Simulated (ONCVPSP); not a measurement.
# Pseudopotential generation for rhodium: ONCV, PBEsol

Task: generate the file, and judge it by its errors in other configurations, its logarithmic derivatives, its ghosts and its cutoff.

Method: ONCVPSP 4.0.1, PBEsol, scalar-relativistic.

### 1 The atom and the settings

The settings as typed:

```json
{
 "element": "rhodium (Rh, Z = 45)",
 "type": "optimised norm-conserving Vanderbilt (ONCV)",
 "frozen core": "[Ar] 3d10",
 "valence charge": "17",
 "reference configuration": "4s2 4p6 4d8 5s1",
 "partial waves": "4s+5s: rc 1.90 bohr, ncon 3, nbas 6, qcut 5.3 1/bohr, 2 projectors; 4p: rc 1.20 bohr, ncon 4, nbas 7, qcut 8.1 1/bohr, 2 projectors, debl 0.7 Ha; 4d: rc 2.15 bohr, ncon 4, nbas 9, qcut 7.3 1/bohr, 3 projectors, debl 2.2 Ha",
 "local potential": "polynomial inside 0.80 bohr (lpopt 5, dvloc0 0 Ha)",
 "core correction": "Teter function, fcfact 5.25, rcfact 1.7"
}
```

The outer shells as boxes (Hund's rule for the drawing; the calculation is spin-unpolarised):

```
[Ar] core
3d [↑↓][↑↓][↑↓][↑↓][↑↓]
4s [↑↓]
4p [↑↓][↑↓][↑↓]
4d [↑↓][↑↓][↑↓][↑ ][↑ ]
5s [↑ ]
```

### 2 Generating the potential

Rh.dat reads:

```
# ATOM AND REFERENCE CONFIGURATION
# atsym  z   nc   nv     iexc    psfile
  Rh 45.00    6    4  -116133      upf
#
#   n    l    f
    1    0    2.00
    2    0    2.00
    2    1    6.00
    3    0    2.00
    3    1    6.00
    3    2   10.00
    4    0    2.00
    4    1    6.00
    4    2    8.00
    5    0    1.00
#
# PSEUDOPOTENTIAL AND OPTIMIZATION
# lmax
    2
#
#   l,   rc,      ep,       ncon, nbas, qcut
    0    1.90    0.00    3    6    5.30
    1    1.20    0.00    4    7    8.10
    2    2.15    0.00    4    9    7.30
#
# LOCAL POTENTIAL
# lloc, lpopt,  rc(5),   dvloc0
    4    5    0.80    0.00
#
# VANDERBILT-KLEINMAN-BYLANDER PROJECTORs
# l, nproj, debl
    0    2    2.40
    1    2    0.70
    2    3    2.20
#
# MODEL CORE CHARGE
# icmod, fcfact, rcfact
    3    5.25    1.70
#
# LOG DERIVATIVE ANALYSIS
# epsh1, epsh2, depsh
   -5.00    5.00    0.04
#
# OUTPUT GRID
# rlmax, drl
    6.00    0.01
#
# TEST CONFIGURATIONS
# ncnf
    4
# nvcnf
#   n    l    f
    4
    4    0    2.00
    4    1    6.00
    4    2    8.00
    5    0    0.00
#
    4
    4    0    2.00
    4    1    6.00
    4    2    7.00
    5    0    0.00
#
    4
    4    0    2.00
    4    1    6.00
    4    2    6.00
    5    0    0.00
#
    4
    4    0    2.00
    4    1    6.00
    4    2    8.00
    5    0    0.50
#
```

Started as:

```sh
$ oncvpsp.x < Rh.dat > Rh.out
```

Q: Predict the outcome of this session. Wanted: cutoffs for 1 and 0.1 mHa per electron, occupied waves; bound ghosts; GHOST(+) flags; largest test error; largest phase difference near zero energy, channels read; rms error of d²Exc/dn², without and with the model core; projector energies reset by the program.

**Answer**, as computed:

| quantity | value |
| --- | --- |
| cutoffs for 1 and 0.1 mHa per electron, occupied waves | 34 Ha and 93 Ha |
| bound ghosts | s at -14.65 eV |
| GHOST(+) flags | none at low energy |
| largest test error (AE − PS) | +38 meV, for 4s2 4p6 4d6 5s0 |
| largest phase difference near zero energy, channels read | 0.004 rad |
| rms error of d²Exc/dn², without and with the model core | 5.22 and 4.22 mHa |
| projector energies reset by the program | p: -1.851, 0.250 Ha |

It has a bound ghost (s), a state that the atom doesn't have, and that rules the file out. The worst unpolarised test, 4s2 4p6 4d6 5s0, is off by 38 meV on 59.5 eV; by total energies transferability rates as fair. That test lies far up in energy; among those under 40 eV, nearer to bonding, the largest error is 1.7 meV. It counts as of middling hardness, with 34 Ha needed at the looser tolerance. The tighter tolerance needs 93 Ha, and converged work needs a cutoff nearer that. At the looser tolerance the 4p wave is the slowest; 4d needs 19 Ha. Near zero energy the phases of the channels with partial waves agree within 0.004 rad. The pseudo curves have a pole with no partner nearby in the atom's: s at -0.53 Ha. These are tests on the free atom; a crystal test is still owed.
